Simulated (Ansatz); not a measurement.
# C2H9OSbSi: one species, many methods

One table from this session's results is given with a row withheld; the runs are named, their logs left out.

Program: Ansatz 0.2.0, Gaussian basis. Level of theory: functionals in def2-TZVPP, the program's frozen cores in correlated methods. These are calculated values, not measurements.

Plan: LDA (SPW92), PBE-D4, revPBE-D4, BLYP-D4, r2SCAN-D4, B97M-V, PBE0-D4, B3LYP-D4, r2SCANh-D4, r2SCAN0-D4, HSE06-D4, BHLYP-D4, CAM-B3LYP-D4, LC-ωPBE, ωB97X-V, ωB97M-V, B2PLYP, PBE-QIDH; CCSD(T)/def2-SVP; MP2/def2-TZVPP; MP2/def2-QZVPP; RPA on PBE.

### The geometry

An earlier PBE0-D4 in a triple-zeta def2 set relaxation fixed the geometry. Sb takes the def2 core potential; no spin-orbit term is included.

SMILES `CC[O][SbH][SiH3]`, 14 atoms, charge 0, spin multiplicity 1.

Atoms are counted from 1 here; the program's logs count them from 0.

Bond lengths: C1–C2 1.509 Å, C1–H6 1.092 Å, C1–H7 1.093 Å, C1–H8 1.092 Å, C2–O3 1.411 Å, C2–H9 1.101 Å, C2–H10 1.101 Å, O3–Sb4 1.982 Å, Sb4–Si5 2.592 Å, Sb4–H11 1.710 Å, Si5–H12 1.485 Å, Si5–H13 1.489 Å, Si5–H14 1.488 Å. Angles: C2–C1–H6 110.4°, C2–C1–H7 110.5°, C2–C1–H8 110.4°, H6–C1–H7 108.6°, H6–C1–H8 108.3°, H7–C1–H8 108.6°, C1–C2–O3 108.5°, C1–C2–H9 109.9°, C1–C2–H10 109.6°, O3–C2–H9 111.1°, O3–C2–H10 110.9°, H9–C2–H10 106.9°, C2–O3–Sb4 116.7°, O3–Sb4–Si5 94.4°, O3–Sb4–H11 91.9°, Si5–Sb4–H11 90.2°, Sb4–Si5–H12 111.1°, Sb4–Si5–H13 109.5° and more.

The first run:

Contents of in.yaml:

```yaml
crystal:
  periodic: [false, false, false]
  atoms:
    - {symbol: C, position_ang: [-1.474893, 1.320670, 1.559382]}
    - {symbol: C, position_ang: [-0.145140, 1.026819, 0.908320]}
    - {symbol: O, position_ang: [-0.371176, 0.703794, -0.446890]}
    - {symbol: Sb, position_ang: [1.234492, 0.434935, -1.577146]}
    - {symbol: Si, position_ang: [1.243155, -2.142174, -1.301985]}
    - {symbol: H, position_ang: [-1.963978, 2.161342, 1.063280]}
    - {symbol: H, position_ang: [-1.338362, 1.569823, 2.614945]}
    - {symbol: H, position_ang: [-2.132574, 0.451993, 1.489242]}
    - {symbol: H, position_ang: [0.518590, 1.900377, 1.001657]}
    - {symbol: H, position_ang: [0.347999, 0.193622, 1.433203]}
    - {symbol: H, position_ang: [0.285212, 0.286936, -2.992099]}
    - {symbol: H, position_ang: [-0.119364, -2.704300, -1.485871]}
    - {symbol: H, position_ang: [2.171219, -2.746408, -2.297915]}
    - {symbol: H, position_ang: [1.731819, -2.486632, 0.060578]}
basis:
  gaussian: {orbitals: def2-TZVPP}
hamiltonian: {xc: lda}
output: {orbitals: {seedname: orbitals}}
```

The run is started by

```sh
$ ansatz run in.yaml --threads 4 --pin off --events-out ev --progress --plain --max-ram 11315MiB
```

Steps of the session up to this table: LDA; PBE-D4 (GGA); revPBE-D4 (GGA); BLYP-D4 (GGA); r2SCAN-D4 (meta-GGA); B97M-V (meta-GGA); PBE0-D4 (hybrid); B3LYP-D4 (hybrid); r2SCANh-D4 (hybrid); r2SCAN0-D4 (hybrid); HSE06-D4 (hybrid); BHLYP-D4 (hybrid); CAM-B3LYP-D4 (range-separated); LC-ωPBE (range-separated); ωB97X-V (range-separated); ωB97M-V (range-separated); B2PLYP (double hybrid); PBE-QIDH (double hybrid).

One table of the session follows, with a row left open; its other results are not shown here.

It belongs to the step «Frontier levels by functional». 

| functional | HOMO (eV) | gap (eV) |
| --- | --- | --- |
| LDA (SPW92) | -5.73 | 3.46 |
| PBE-D4 | -5.60 | 3.56 |
| revPBE-D4 | -5.54 | 3.61 |
| BLYP-D4 | -5.48 | 3.56 |
| r2SCAN-D4 | -5.85 | 4.00 |
| B97M-V | -5.96 | 4.02 |
| PBE0-D4 | -6.75 | 5.51 |
| B3LYP-D4 | -6.56 | 5.11 |
| r2SCANh-D4 | -6.28 | 4.73 |
| r2SCAN0-D4 | -6.92 | 5.78 |
| HSE06-D4 | -6.36 | 4.75 |
| BHLYP-D4 | -7.72 | 7.33 |
| CAM-B3LYP-D4 | -7.97 | 7.72 |
| LC-ωPBE | ? | ? |
| ωB97X-V | -8.90 | 9.62 |
| ωB97M-V | -8.79 | 9.30 |

Q: Estimate the row for LC-ωPBE from the others.

**Answer.** HOMO (eV): -9.17; gap (eV): 10.03. In the column «HOMO (eV)» it is the lowest.
